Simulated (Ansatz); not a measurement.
# HfC+ (quartet): from Hartree-Fock to the top rungs, def2-QZVPP

One table from this session's results is given with a row withheld; the runs are named, their logs left out.

The runs use Ansatz 0.2.0, Gaussian basis; def2-QZVPP, core rule «outside noble gas», up to 5 orbitals frozen.

Plan: UHF; ROHF; CCSD(T) on UHF.

2 further runs of the same task are left out: 2 set aside as unsound or not needed.

## What is computed

The geometry is a PBE0/def2-TZVP stationary point (not a proven minimum) of the parent state, kept for this charge and spin. No spin-orbit coupling is included. Elements past krypton take def2 core potentials.

2 atoms, charge 1, spin multiplicity 4.

Atoms are counted from 1 here; the program's logs count them from 0.

Bond lengths: Hf1–C2 1.798 Å.

The first run:

in.yaml

```yaml
crystal:
  periodic: [false, false, false]
  atoms:
    - {symbol: Hf, position_ang: [0.000000, 0.000000, 0.000000]}
    - {symbol: C, position_ang: [0.000000, 0.000000, 1.798320]}
basis:
  gaussian: {orbitals: "def2-QZVPP.json"}
total_charge: 1
magnetization: {spin_polarized: true, initial_magnetization: 3}
hamiltonian: {xc: hf}
output: {orbitals: {seedname: orbitals}}
```

Run with:

```sh
ansatz run in.yaml --threads 1 --pin off --events-out ev --progress --plain --max-ram 4096MiB --backend cpu
```

Among the steps run: UHF; ROHF; CCSD(T) on UHF.

One of the session's tables, all rows but one given; the rest of the session is left out.

It belongs to the step «Misses and costs». 

```
  method  from UCCSD(T) (kJ/mol)
    ROHF                       ?
     UHF                  +512.7
    UMP2                   +82.2
   UCCSD                   +30.8
UCCSD(T)                       0
```

Q: Estimate the row for ROHF from the others.

As computed: from UCCSD(T) (kJ/mol): +536.3. In the column «from UCCSD(T) (kJ/mol)» it is the highest.
